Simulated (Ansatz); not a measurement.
# TiAu (Pmma): relaxation of the ions

Where do the atoms of TiAu (Pmma) settle in the given cell? The task is a relaxation of the ions, for TiAu (Pmma).

Computed with Ansatz 0.2.0, driven from Python. Level of theory: DFT PBEsol+D3(BJ), plane waves, PAW.

### 1 The system

Symmetry: Pmma, No. 51, orthorhombic system. The conventional cell has a = 4.615 Å, b = 2.955 Å, c = 4.948 Å, α = 90.00°, β = 90.00°, γ = 90.00°. Ti (site symmetry mm2) has 8 Au at 2.83 to 2.90 Å and 4 Ti at 2.91 to 2.96 Å as nearest neighbours. Au (site symmetry mm2) is surrounded by 8 Ti at 2.83 to 2.90 Å and 4 Au at 2.89 to 2.96 Å.

The script holds or builds the structure itself.

### 2 The script

Input file tiau.py:

```python
from pathlib import Path
import json

import ansatz as az
from ase import Atoms
from ase.io import write
import matplotlib.pyplot as plt
import numpy as np

config = {
    "width_ev": 0.05,
    "functional": "PBEsol",
    "dispersion": "d3bj",
    "mesh": (6, 9, 6),
}


def main() -> None:
    lattice = az.Lattice.of(
        (4.615071, 0.0, 0.0),
        (0.0, 2.955194, 0.0),
        (0.0, 0.0, 4.947513),
    )
    sites = [
        ("Ti", (0.25, 0.0, 0.820191)),
        ("Ti", (0.75, 0.0, 0.179809)),
        ("Au", (0.25, 0.5, 0.32411)),
        ("Au", (0.75, 0.5, 0.67589)),
    ]
    xtal = az.Crystal(lattice=lattice)
    for symbol, position in sites:
        xtal = xtal.atom(symbol, position)

    base = (
        xtal.calculation()
        .occupations(az.OccupationsMethod.COLD, width=config["width_ev"])
        .functional(config["functional"], dispersion=config["dispersion"])
        .kpoints(*config["mesh"])
        .pseudopotentials("paw")
        .relax()
        .density_of_states(energy_step=0.05, method="smearing", broadening_width=0.15, projected=True)
        .density()
        .potential()
        .electron_localization_function()
        .output_files(volumetric_format="npy")
    )
    result = base.run(threads=1, events_out="tiau.ndjson")
    with open("tiau.ndjson") as stream:
        events = [json.loads(line) for line in stream]
    steps = [e["data"] for e in events if e["event"] == "relax_step"]
    data = result.report
    print("step   energy (eV)     max comp. (eV/A)  SCF")
    for s in steps:
        print(f"{s['step']:4d} {s['lagrangian_ev']:15.5f} {s['allowed_force_max_ev_ang']:12.4f} {s['n_scf']:5d}")

    first, last = steps[0], steps[-1]
    symbols = [site.symbol for site in result.lattice.sites]
    print(f"energy gained {first['lagrangian_ev'] - last['lagrangian_ev']:.4f} eV in {len(steps) - 1} steps")

    relaxed = Atoms(symbols, positions=[site.position_ang for site in result.lattice.sites], cell=result.lattice.cell_ang, pbc=True)
    write("relaxed.cif", relaxed, format="cif")

    print("relaxed fractional positions")
    for site in result.lattice.sites:
        print(f"  {site.symbol:2s}", " ".join(f"{v % 1:8.5f}" for v in np.round(site.position_frac, 5)))

    print("%-22s %14.5f eV" % ("F = E - TS", data["free_energy_ev"]))
    print("%-22s %14.5f eV" % ("E", data["internal_energy_ev"]))
    print("%-22s %14.5f eV" % ("Harris-Foulkes", data["harris_foulkes_ev"]))
    print("%-22s %14.5f eV" % ("Fermi level", data["fermi_energy_ev"]))

    dos = result.density_of_states()
    energy = np.asarray(dos.energies_ev) - dos.fermi_ev
    projected = result.projected_density_of_states()
    fig, ax = plt.subplots(figsize=(5, 3.4))
    for name in sorted({site.species for site in projected.sites}):
        curve = sum(np.sum(part.g_bin_mean_per_ev, axis=0) for site in projected.sites if site.species == name for shell in site.shells for part in shell.curves)
        ax.plot(energy, curve, label=name)
        window = (energy > -4) & (energy <= 0)
        print(f"{name}: {curve[window].sum() * (energy[1] - energy[0]):.3f} projected states in the 4 eV under E_F")
    ax.set(xlim=(-8, 6), xlabel="E - E_F (eV)", ylabel="states/eV")
    ax.legend()
    fig.savefig("pdos.png", dpi=100)

    folder = Path(result.write_results("fields"))
    print("densities in e/A^3, potentials in eV, ELF without unit")
    for name in sorted(p.name for p in folder.glob("*.npy")):
        field = np.load(folder / name)
        print(f"{name:16s} {str(field.shape):16s} min {field.min():10.4f}  mean {field.mean():10.4f}  max {field.max():10.4f}")


if __name__ == "__main__":
    main()
```

### 3 What the engine is handed

The package turns the script's settings into the engine's input:

```yaml
crystal:
  lattice:
    - [4.615071, 0.0, 0.0]
    - [0.0, 2.955194, 0.0]
    - [0.0, 0.0, 4.947513]
  atoms:
    - { symbol: Ti, position: [0.25, 0.0, 0.820191] }
    - { symbol: Ti, position: [0.75, 0.0, 0.179809] }
    - { symbol: Au, position: [0.25, 0.5, 0.32411] }
    - { symbol: Au, position: [0.75, 0.5, 0.67589] }
kpoints:
  mp_grid:
    grid: [6, 9, 6]
hamiltonian:
  xc: pbesol
  dispersion: d3bj
  pseudopotentials:
    kind: paw
scf:
  occupations:
    method: cold
    width: 0.05
relax: {}
output:
  write_density: true
  write_potential: true
  volumetric_format: npy
  elf: true
  dos:
    de: 0.05
    method:
      smearing:
        sigma: 0.15
    projected: true
```

### 4 Running it

Run with:

```console
$ python tiau.py
```

**Question.** What results will this script give? Wanted: free energy; moves of the relaxation; energy gained; last largest force component.

The runs gave:

| quantity | value |
| --- | --- |
| free energy | -30966.1446 eV (-7741.5361 eV/atom) |
| moves of the relaxation | 3 |
| energy gained | 6.2 meV/atom |
| last largest force component | 0.0036 eV/Å |

What this shows: After 3 moves the largest shift is 0.063 Å. The script had first distorted the structure, so the gain undoes that, in part or whole. What to keep in mind:
- Spin is left out of this run.
- For a metal this k-point mesh is coarse: on a finer one energies can move by several to tens of meV an atom and pressures by half a GPa or more, differences at one mesh by less.
- An absolute Fermi energy rests on an arbitrary zero of the periodic potential and has no direct meaning.
- Projections exist only for the shells that the potentials hold, some of them semicore, and samples at single energies can miss narrow peaks.
- Energies along a relaxation are free energies. A last row that repeats the one before re-solves the same geometry more tightly.
- Spin-orbit coupling, which matters for elements this heavy, is left out.
- Grid values close to the nuclei reflect the PAW or pseudopotential construction, not the all-electron fields.
- The structure comes from a database of computed cells and needn't be a stable or known phase.
- The computed bands are complete only to about 1.8 eV above the Fermi level; beyond that the density of states is undercounted.
